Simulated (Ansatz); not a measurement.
# CH3F2NSSi: the cost of one run

Computed with Ansatz 0.2.0, Gaussian basis. Level: the settings change from run to run.

## (1) The relaxed structure

The geometry comes from an earlier relaxation with PBE0-D4 in a triple-zeta def2 set; it is a stationary point, not always the lowest conformer.

SMILES `N=C(F)S[SiH2]F`, 9 atoms, charge 0, spin multiplicity 1.

Atoms are counted from 1 here; the program's logs count them from 0.

Bond lengths: N1–C2 1.241 Å, N1–H7 1.014 Å, C2–F3 1.345 Å, C2–S4 1.760 Å, S4–Si5 2.156 Å, Si5–F6 1.595 Å, Si5–H8 1.475 Å, Si5–H9 1.475 Å. Angles: C2–N1–H7 112.7°, N1–C2–F3 118.4°, N1–C2–S4 129.8°, F3–C2–S4 111.9°, C2–S4–Si5 98.5°, S4–Si5–F6 102.8°, S4–Si5–H8 111.5°, S4–Si5–H9 111.4°, F6–Si5–H8 108.6°, F6–Si5–H9 108.6°, H8–Si5–H9 113.3°.

Coordinates:

```
N    -0.39138   -2.31743   -1.11925
C    -0.21687   -1.17757   -0.66000
F    -0.39838   -0.12482   -1.47717
S     0.25195   -0.67604    0.96099
Si    0.24668    1.45736    0.64724
F     0.66161    2.02510    2.07861
H    -0.23209   -3.04478   -0.43076
H     1.27120    1.86120   -0.33472
H    -1.10433    1.95069    0.31796
```

## (2) B3LYP5/cc-pVTZ-DK

Set apart from the defaults: a point charge of 2.00 e beside it, the search for lower states set to light.

File in.yaml:

```yaml
crystal:
  periodic: [false, false, false]
  atoms:
    - {symbol: N, position_ang: [-0.391378, -2.317433, -1.119247]}
    - {symbol: C, position_ang: [-0.216865, -1.177568, -0.659998]}
    - {symbol: F, position_ang: [-0.398377, -0.124823, -1.477172]}
    - {symbol: S, position_ang: [0.251951, -0.676039, 0.960992]}
    - {symbol: Si, position_ang: [0.246675, 1.457360, 0.647245]}
    - {symbol: F, position_ang: [0.661614, 2.025096, 2.078605]}
    - {symbol: H, position_ang: [-0.232093, -3.044784, -0.430762]}
    - {symbol: H, position_ang: [1.271198, 1.861205, -0.334724]}
    - {symbol: H, position_ang: [-1.104326, 1.950687, 0.317962]}
basis:
  gaussian: {orbitals: cc-pVTZ-DK, point_charges: [{charge: 2.00, position_ang: [5.959, -0.841, -0.355]}]}
hamiltonian: {xc: {name: B3LYP5}}
scf: {lower_state_search: light}
output: {forces: true}
```

The run is started by

```
$ ansatz run in.yaml --threads 4 --pin off --events-out ev --progress --plain --max-ram 10444MiB
```

**Question.** How long does this run take on 4 threads of INTEL XEON PLATINUM 8581C at 2.10GHz, shared host, and how much memory does it need?

About 3.1 s, with a peak of 0.68 GiB.
